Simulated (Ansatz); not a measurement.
# CH3LiNTe: the cost of one run

Method: RKS PBE0-D4/def2-SVP, in Ansatz 0.2.0.

### 1 The starting structure

Bond lengths: Li1–C2 1.933 Å, Li1–Te3 3.036 Å, C2–Te3 1.947 Å, Te3–N4 1.996 Å, C2–H5 1.092 Å, N4–H6 1.012 Å, N4–H7 1.013 Å. Angles: Li1–C2–Te3 103.0°, Li1–C2–H5 142.8°, Te3–C2–H5 114.3°, C2–Li1–Te3 38.7°, Li1–Te3–C2 38.4°, Li1–Te3–N4 143.8°, C2–Te3–N4 105.8°, Te3–N4–H6 115.6°, Te3–N4–H7 117.5°, H6–N4–H7 111.0°.

Coordinates:

```xyz
7

Li   -0.0063   -3.1870    0.2498
C    -0.4521   -1.3308    0.5555
Te    0.7251   -0.3899   -0.6775
N     0.4638    1.5529   -0.3004
H    -1.0946   -0.6773    1.1494
H     0.8113    2.1862   -1.0098
H    -0.4472    1.8458    0.0329
```

### 2 End point A

File input.yaml:

```yaml
crystal:
  periodic: [false, false, false]
  atoms:
    - { symbol: Li, position_ang: [-0.00635, -3.18697, 0.24985] }
    - { symbol: C, position_ang: [-0.45212, -1.33081, 0.55549] }
    - { symbol: Te, position_ang: [0.72509, -0.38991, -0.67748] }
    - { symbol: "N", position_ang: [0.46383, 1.55293, -0.3004] }
    - { symbol: H, position_ang: [-1.09461, -0.67726, 1.14942] }
    - { symbol: H, position_ang: [0.81134, 2.18619, -1.00983] }
    - { symbol: H, position_ang: [-0.44718, 1.84582, 0.03294] }
total_charge: 1
basis:
  gaussian: { orbitals: def2-SVP }
hamiltonian:
  xc: pbe0
  dispersion: d4
relax:
  f_tol: 0.015
  max_steps: 40
```

Run with:

```console
> ansatz run input.yaml --threads 1 --pin off --max-ram 2048MiB --backend cpu --events-out ev --progress --plain --runs-dir out
```

Q: Estimate wall time and peak memory on 1 thread of Arm Neoverse V1, shared host.

About 45 s, with a peak of 0.17 GiB.
